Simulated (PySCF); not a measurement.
# C₅H₆O₂: reorganisation energies

Aim: compute the reorganisation energies of C₅H₆O₂ (`COc1ccoc1`).

Programs: PySCF 2.14.0, with routines of our own; each step states its level. All values are computed. Atoms count from 0.

## 1. The system as given

13 atoms, charge 0, multiplicity 1; geometry from: GFN2-xTB.

## 2. Optimising the geometry at CAM-B3LYP/6-31G*

What the job is given:

```
{"job": {"xc": "CAM-B3LYP", "basis": "6-31G*", "grid": 1, "kind": "geom"}, "charge": 0, "multiplicity": 1}
C     -2.201514    -0.008310    -0.001086
O     -1.113537     0.824955    -0.320419
C      0.114634     0.288833    -0.119502
C      1.329207     0.998521    -0.339227
C      2.323353     0.127139    -0.025506
O      1.825370    -1.052037     0.367640
C      0.476674    -0.956655     0.310860
H     -2.205327    -0.911892    -0.619297
H     -2.179444    -0.298257     1.054461
H     -3.098300     0.574912    -0.201489
H      1.417736     2.007280    -0.681922
H      3.390195     0.228981    -0.039145
H     -0.083437    -1.822984     0.596905
```

Launch:

```console
$ OMP_NUM_THREADS=1 python excited_run.py task.json out
```

This one command runs all jobs of the session in turn.

What it wrote:

```text
step   0  E = -344.37049494  max force = 0.012796
step   1  E = -344.36950706  max force = 0.008823
step   2  E = -344.37037003  max force = 0.007659
step   3  E = -344.37091241  max force = 0.003833
step   4  E = -344.37091024  max force = 0.005205
step   5  E = -344.37109680  max force = 0.001892
step   6  E = -344.37109133  max force = 0.002703
step   7  E = -344.37114588  max force = 0.000541
step   8  E = -344.37115872  max force = 0.000419
optimisation converged
```

Run time: 38 s. Hardware: 1 thread of Intel Xeon 6975P-C, shared host; peak memory 0.53 GiB.

Along the way: (the energy doesn't fall at every step)

```tsv
step	energy from step 0 (eV)	largest force component (eV/Å)
0	0.0000	0.6580
1	0.0269	0.4537
2	0.0034	0.3938
3	-0.0114	0.1971
4	-0.0113	0.2677
5	-0.0164	0.0973
6	-0.0162	0.1390
7	-0.0177	0.0278
8	-0.0181	0.0215
```

Close pairs (by a distance rule), those that changed most:

```tsv
bond	before (Å)	after (Å)	change (Å)
O5–C6	1.353	1.366	+0.013
C4–O5	1.339	1.351	+0.012
C3–H10	1.069	1.079	+0.010
C2–C3	1.424	1.432	+0.008
C4–H11	1.072	1.079	+0.007
C6–H12	1.071	1.077	+0.006
C2–C6	1.367	1.361	-0.005
C3–C4	1.359	1.354	-0.005
```

The next job starts from the end point, and lists it.

```tsv
at the end point	value
point group (found at 0.08 Å tolerance)	Cs
rotational constants (GHz, main isotopes)	7.615, 2.048, 1.631
dipole moment (D)	0.98
```

## 3. Relaxation after adding or removing an electron (C5H6O2+ (doublet)): UKS CAM-B3LYP/6-31G*

What the job is given:

```
{"job": {"kind": "ionopt", "ions": [1], "xc": "CAM-B3LYP", "basis": "6-31G*", "grid": 1}, "charge": 1, "multiplicity": 2}
C     -1.916418    -0.519297    -0.940532
O     -0.865441     0.413441    -1.069621
C      0.138626     0.263156    -0.178973
C      1.281959     1.123987    -0.140279
C      2.051642     0.654758     0.869779
O      1.480046    -0.416533     1.461065
C      0.302346    -0.656185     0.811665
H     -1.556034    -1.543361    -1.103224
H     -2.377299    -0.457138     0.053636
H     -2.655578    -0.268809    -1.701617
H      1.477975     1.962976    -0.790458
H      3.000049     0.967852     1.278210
H     -0.278075    -1.489286     1.169833
```

Method: UKS CAM-B3LYP/6-31G* geometry optimisation of the ion from the geometry of its parent, gas phase.

What it wrote:

```text
step       E/Eh        max force   <S^2>
  0    -344.06915063   0.092714   0.7617
  1    -344.08156162   0.013759   0.7620
  2    -344.08237392   0.012975   0.7610
  3    -344.08270893   0.006548   0.7614
  4    -344.08316847   0.002682   0.7612
  5    -344.08319890   0.002992   0.7610
  6    -344.08324507   0.000514   0.7611
  7    -344.08324978   0.000244   0.7611
optimisation converged
```

Run time: 61 s. Hardware: 1 thread of Intel Xeon 6975P-C, shared host; peak memory 0.61 GiB.

In short:

```tsv
quantity	value
geometry moved (RMSD)	0.064 Å
⟨S²⟩	0.761
```

Bonds of the start that changed most:

```tsv
bond	start (Å)	end (Å)
C6–C2	1.361	1.440
O1–C2	1.351	1.287
O5–C6	1.366	1.315
C0–O1	1.411	1.452
C4–O5	1.351	1.385
C2–C3	1.432	1.422
```

Mulliken spin populations:

C0 -0.01; O1 0.18; C2 0.16; C3 -0.12; C4 0.22; O5 0.02; C6 0.57; H7 0.01; H8 0.01; H9 0.00; H10 0.00; H11 -0.01; H12 -0.03

## 4. Reorganisation energies: UKS CAM-B3LYP/6-31G*

Settings changed since step 3:

```diff
@@ -1,2 +1,2 @@
-{"job": {"kind": "ionopt", "ions": [1], "xc": "CAM-B3LYP", "basis": "6-31G*", "grid": 1}, "charge": 1, "multiplicity": 2}
+{"job": {"kind": "reorg", "ions": [1, -1], "xc": "CAM-B3LYP", "basis": "6-31G*", "grid": 1}, "charge": 0, "multiplicity": 1}
 C     -1.916418    -0.519297    -0.940532
```

Method: UKS CAM-B3LYP/6-31G* four-point reorganisation energy, gas phase.

What it wrote:

```text
final grid: 51096 points
cycle   1  E = -344.2942449629  dE =  1.534e+00  |g| = 6.180e-01  |ddm| = 3.624e+00
cycle   2  E = -344.2782641939  dE =  1.598e-02  |g| = 7.257e-01  |ddm| = 9.722e-01
cycle   3  E = -344.3701865063  dE = -9.192e-02  |g| = 6.697e-02  |ddm| = 5.227e-01
cycle   4  E = -344.3709278451  dE = -7.413e-04  |g| = 3.118e-02  |ddm| = 7.042e-02
cycle   5  E = -344.3711365515  dE = -2.087e-04  |g| = 9.757e-03  |ddm| = 3.221e-02
cycle   6  E = -344.3711556923  dE = -1.914e-05  |g| = 3.746e-03  |ddm| = 1.075e-02
cycle   7  E = -344.3711586119  dE = -2.920e-06  |g| = 6.611e-04  |ddm| = 3.403e-03
cycle   8  E = -344.3711587091  dE = -9.717e-08  |g| = 2.253e-04  |ddm| = 7.370e-04
cycle   9  E = -344.3711587216  dE = -1.252e-08  |g| = 5.989e-05  |ddm| = 2.568e-04
cycle  10  E = -344.3711587227  dE = -1.075e-09  |g| = 2.535e-05  |ddm| = 7.775e-05
cycle  11  E = -344.3711587230  dE = -2.818e-10  |g| = 4.717e-06  |ddm| = 4.427e-05
converged SCF energy = -344.3711587230

hole transfer: vertical 8.1744 eV, relaxation of the ion converged
  adiabatic 7.8344 eV, lambda(ion) 0.3400, lambda(parent) 0.3650, total 0.7050 eV

electron transfer: vertical -3.0701 eV, relaxation of the ion skipped
```

Run time: 9.1 s. Hardware: 1 thread of Intel Xeon 6975P-C, shared host; peak memory 0.61 GiB.

## 5. Outcome

```
                                                 quantity                 value
                                              point group                    Cs
                     rotational constants (main isotopes)  7.61, 2.05, 1.63 GHz
     geometry moved (RMSD) (step 3, UKS CAM-B3LYP/6-31G*)               0.064 Å
hole reorganisation energy (step 4, UKS CAM-B3LYP/6-31G*)             0.7050 eV
```

Relaxing lowered the energy by 0.018 eV in 8 steps; the close pair that moved most is O5–C6, from 1.353 to 1.366 Å. No frequency check was run at this level, so the end point may be a saddle. In step 3 (relaxation after adding or removing an electron), among the bonds C6–C2 changes most, from 1.361 to 1.440 Å.
